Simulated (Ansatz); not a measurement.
**C2H7Cl2NSi2: up Jacob's ladder to CCSD(T)**

The task here is to estimate one member of a computed series from the others.

The runs use Ansatz 0.2.0, Gaussian basis; functionals in def2-TZVPP, the program's frozen cores in correlated methods.

Plan: PBE-D4, r2SCAN-D4, PBE0-D4, B3LYP-D4, ωB97X-V, ωB97M-V, B2PLYP; CCSD(T)/def2-TZVPP; MP2/def2-QZVPP; extrapolation to the limit.

## The relaxed structure

All runs share one geometry, relaxed beforehand with PBE0-D4 in a triple-zeta def2 set.

SMILES `C=C[SiH2]N[SiH](Cl)Cl`, 14 atoms, charge 0, spin multiplicity 1.

Atoms are counted from 1 here; the program's logs count them from 0.

Bond lengths: C1–C2 1.330 Å, C1–H8 1.086 Å, C1–H9 1.086 Å, C2–Si3 1.855 Å, C2–H10 1.090 Å, Si3–N4 1.742 Å, Si3–H11 1.488 Å, Si3–H12 1.484 Å, N4–Si5 1.696 Å, N4–H13 1.012 Å, Si5–Cl6 2.053 Å, Si5–Cl7 2.038 Å, Si5–H14 1.474 Å. Angles: C2–C1–H8 121.8°, C2–C1–H9 122.1°, H8–C1–H9 116.1°, C1–C2–Si3 123.6°, C1–C2–H10 118.3°, Si3–C2–H10 118.1°, C2–Si3–N4 112.3°, C2–Si3–H11 110.2°, C2–Si3–H12 109.8°, N4–Si3–H11 105.7°, N4–Si3–H12 110.1°, H11–Si3–H12 108.6°, Si3–N4–Si5 131.0°, Si3–N4–H13 114.1°, Si5–N4–H13 114.8°, N4–Si5–Cl6 111.4°, N4–Si5–Cl7 107.7°, N4–Si5–H14 114.0° and more.

The first run:

File in.yaml:

```yaml
crystal:
  periodic: [false, false, false]
  atoms:
    - {symbol: C, position_ang: [0.211540, 1.942510, 0.797842]}
    - {symbol: C, position_ang: [-0.999706, 1.529289, 0.437157]}
    - {symbol: Si, position_ang: [-1.412031, -0.240388, 0.065647]}
    - {symbol: N, position_ang: [-0.020177, -1.281194, 0.182109]}
    - {symbol: Si, position_ang: [1.312108, -1.475906, -0.849730]}
    - {symbol: Cl, position_ang: [3.061038, -0.929240, 0.076332]}
    - {symbol: Cl, position_ang: [1.015977, -0.285556, -2.477737]}
    - {symbol: H, position_ang: [1.044271, 1.252291, 0.899709]}
    - {symbol: H, position_ang: [0.428437, 2.986754, 1.004048]}
    - {symbol: H, position_ang: [-1.793123, 2.271316, 0.348463]}
    - {symbol: H, position_ang: [-2.388867, -0.760573, 1.060615]}
    - {symbol: H, position_ang: [-2.014095, -0.342227, -1.287278]}
    - {symbol: H, position_ang: [0.032906, -1.804955, 1.046054]}
    - {symbol: H, position_ang: [1.521711, -2.862150, -1.303231]}
basis:
  gaussian: {orbitals: def2-TZVPP}
hamiltonian: {xc: pbe, dispersion: d4}
output: {forces: true, orbitals: {seedname: orbitals}}
```

Command:

```bash
$ ansatz run in.yaml --threads 2 --pin off --events-out ev --progress --plain --max-ram 32768MiB --backend cuda --devices 0, --max-vram 18GiB
```

Steps of the session up to this table: PBE-D4 (GGA); r2SCAN-D4 (meta-GGA); PBE0-D4 (hybrid); B3LYP-D4 (hybrid); ωB97X-V (range-separated); ωB97M-V (range-separated); B2PLYP (double hybrid); CCSD(T) in def2-TZVPP; MP2 in def2-QZVPP.

One table of the session follows, with a row left open; its other results are not shown here.

```
            method  atomisation energy (kJ/mol)
            PBE-D4                            ?
         r2SCAN-D4                       5153.2
           PBE0-D4                       5146.1
          B3LYP-D4                       5135.9
           ωB97X-V                       5173.2
           ωB97M-V                       5174.0
            B2PLYP                       5071.8
     HF/def2-TZVPP                       3795.6
    MP2/def2-TZVPP                       5087.8
   CCSD/def2-TZVPP                       4917.3
CCSD(T)/def2-TZVPP                       4997.1
           MP2/CBS                       5242.2
       CCSD(T)/CBS                       5151.5
```

**Question.** Estimate the row for PBE-D4.

As computed: atomisation energy (kJ/mol): 5208.5. In the column «atomisation energy (kJ/mol)» it lies between ωB97M-V (5174.0) and MP2/CBS (5242.2).
